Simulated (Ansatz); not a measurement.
# revPBE/3-21G run of NH3 (ammonia)

Aim: the electronic atomisation energy of NH3 (ammonia) at revPBE/3-21G, from 3 runs. 

The calculation is run with Ansatz 0.2.0.

48 further runs of the same task are left out: 48 set aside as unsound or not needed.

## (1) Starting point

NH3 has 4 atoms, charge 0, and is taken as a singlet. SMILES: `N`. Geometry: relaxed at PBE0-D4/def2-TZVP.

Bond lengths: N1–H2 1.013 Å, N1–H3 1.013 Å, N1–H4 1.013 Å. Angles: H2–N1–H3 107.1°, H2–N1–H4 107.1°, H3–N1–H4 107.1°.

## (2) The energy at revPBE/3-21G

Input file run.yaml:

```yaml
crystal:
  periodic: [false, false, false]
  atoms:
    - {symbol: N, position_ang: [-0.069910, 0.249470, 0.110930]}
    - {symbol: H, position_ang: [0.490470, -0.301820, 0.749180]}
    - {symbol: H, position_ang: [-0.887480, -0.301940, -0.118910]}
    - {symbol: H, position_ang: [0.466920, 0.354280, -0.741200]}
basis:
  gaussian:
    orbitals: 3-21G.json
hamiltonian:
  xc: {name: revPBE}
accuracy: high
```

The basis set 3-21G is read from a file made from the Basis Set Exchange's data (not shown).

Started as:

```sh
ansatz run run.yaml --threads 1 --pin off --max-ram 3480MiB --events-out events.jsonl --progress --plain --runs-dir runs
```

Output:

```text
Warning: RAYON_NUM_THREADS=1 ignored (pool sized by the plan → 1); use --threads N
Functional definition: revPBE
  name "revPBE"
  parameter kappa = 1.245
  parameter beta = 0.06672455060314922
  exchange = pbe_x(kappa = kappa, mu = beta*pi^2/3)
  correlation = pbe_c(beta = beta)
291 factors; integrals over basis functions are off by at most 5.5e-9 eV
mean field evaluation 1: about -1525.4099 eV, gradient 4.7e1 eV
mean field evaluation 2: about -1520.5949 eV, gradient 6.4e1 eV
mean field evaluation 4: about -1529.4858 eV, gradient 1.6e-1 eV
mean field evaluation 8: about -1529.4708 eV, gradient 1.7e-3 eV
mean field evaluation 16: about -1529.4708 eV, gradient 2.0e-7 eV
mean field -1529.47083258 eV, -56.2070163847 hartree, gradient 2.7e-9 eV, S^2 0.000000; 0 other end points of the search recorded, 0 dependent functions left out
reference -1529.47083414 eV, -56.2070164420 hartree; 5, 5 occupied and 10, 10 virtual orbitals, 291 factors
Total energy: -1529.47083414 eV, -56.2070164420 hartree
```

Wall time 0.36 s (1 thread of Intel Xeon 6975P-C (Granite Rapids), shared host).

## (3) The H atom, same level

Input file job.yaml:

```yaml
crystal:
  periodic: [false, false, false]
  atoms:
    - symbol: H
      position_ang: [0.000000, 0.000000, 0.000000]
basis:
  gaussian:
    orbitals: 3-21G.json
total_charge: 0
magnetization:
  spin_polarized: true
  initial_magnetization: 1
hamiltonian:
  xc: {name: revPBE}
accuracy: high
```

The basis set 3-21G is read from a file made from the Basis Set Exchange's data (not shown).

Run the same way, it converges to -0.49896 Eh (log not shown).

## (4) The N atom, same level

Input file in.yaml:

```yaml
crystal:
  periodic: [false, false, false]
  atoms:
    - {symbol: "N", position_ang: [0.000000, 0.000000, 0.000000]}
basis:
  gaussian:
    orbitals: 3-21G.json
magnetization:
  spin_polarized: true
  initial_magnetization: 3
hamiltonian:
  xc: {name: revPBE}
accuracy: high
```

The basis set 3-21G is read from a file made from the Basis Set Exchange's data (not shown).

Run the same way, it converges to -54.27657 Eh (log not shown).

## (5) Outcome

At revPBE/3-21G:

| quantity | value |
| --- | --- |
| molecule: total energy | -56.20702 Eh |
| H atom: total energy | -0.49896 Eh |
| H atom: ⟨S²⟩ | 0.750 |
| N atom: total energy | -54.27657 Eh |
| N atom: ⟨S²⟩ | 3.751 |
| electronic atomisation energy | 11.798 eV |

Taking the molecule apart into free atoms costs 11.80 eV (1138 kJ/mol), before zero-point energy and without spin-orbit coupling. The basis has no polarisation functions, which makes bonds too weak.
